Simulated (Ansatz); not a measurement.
# CH7BOSi: small, medium and large basis sets

How large a basis does CH7BOSi need? Two functionals are run in growing sets.

Computed with Ansatz 0.2.0, Gaussian basis. Level: one geometry, several basis sets.

Plan: PBE0-D4/def2-SVP; ωB97M-V/def2-SVP; PBE0-D4/def2-QZVPP; ωB97M-V/def2-QZVPP; the functionals' def2-TZVPP values are taken from earlier runs.

**1. The relaxed structure**

All runs share one geometry, relaxed beforehand with PBE0-D4 in a triple-zeta def2 set.

SMILES `BC(O)[SiH3]`, 11 atoms, charge 0, spin multiplicity 1.

Atoms are counted from 1 here; the program's logs count them from 0.

Bond lengths: B1–C2 1.515 Å, B1–H5 1.199 Å, B1–H6 1.194 Å, C2–O3 1.408 Å, C2–Si4 1.953 Å, C2–H7 1.099 Å, O3–H8 0.961 Å, Si4–H9 1.488 Å, Si4–H10 1.486 Å, Si4–H11 1.483 Å. Angles: C2–B1–H5 117.4°, C2–B1–H6 121.5°, H5–B1–H6 120.7°, B1–C2–O3 117.4°, B1–C2–Si4 93.6°, B1–C2–H7 115.2°, O3–C2–Si4 111.4°, O3–C2–H7 113.7°, Si4–C2–H7 102.4°, C2–O3–H8 109.3°, C2–Si4–H9 104.2°, C2–Si4–H10 113.1°, C2–Si4–H11 111.0°, H9–Si4–H10 108.5°, H9–Si4–H11 110.1°, H10–Si4–H11 109.8°.

**2. PBE0-D4 in def2-SVP**

in.yaml reads:

```yaml
crystal:
  periodic: [false, false, false]
  atoms:
    - {symbol: B, position_ang: [-0.656145, 1.294119, 0.395913]}
    - {symbol: C, position_ang: [0.254389, 0.132755, 0.738165]}
    - {symbol: O, position_ang: [-0.229701, -0.824020, 1.650744]}
    - {symbol: Si, position_ang: [0.257199, -0.562474, -1.086628]}
    - {symbol: H, position_ang: [-0.199799, 2.173840, -0.279556]}
    - {symbol: H, position_ang: [-1.816464, 1.281629, 0.676955]}
    - {symbol: H, position_ang: [1.310643, 0.395267, 0.892040]}
    - {symbol: H, position_ang: [0.334928, -1.601076, 1.625523]}
    - {symbol: H, position_ang: [0.569729, -2.008367, -0.926930]}
    - {symbol: H, position_ang: [-1.062083, -0.436947, -1.759751]}
    - {symbol: H, position_ang: [1.302803, 0.098273, -1.905673]}
basis:
  gaussian: {orbitals: def2-SVP}
hamiltonian: {xc: pbe0, dispersion: d4}
output: {orbitals: {seedname: orbitals}}
```

The run is started by

```sh
ansatz run in.yaml --threads 2 --pin off --events-out ev --progress --plain --max-ram 4352MiB
```

The runs that follow: ωB97M-V in def2-SVP; PBE0-D4 in def2-QZVPP; ωB97M-V in def2-QZVPP.

Q: Predict the results of all the runs planned. Wanted: PBE0-D4: double and triple zeta above quadruple; ωB97M-V: double and triple zeta above quadruple.

As calculated:

```
                                       quantity          value
PBE0-D4: double and triple zeta above quadruple  7.80, 0.50 eV
ωB97M-V: double and triple zeta above quadruple  8.01, 0.47 eV
```

PBE0-D4 gains 7.29 eV from double to triple zeta, then 0.50 eV more. These are total energies; as a rule much of such shifts cancels in differences, which this series doesn't test.
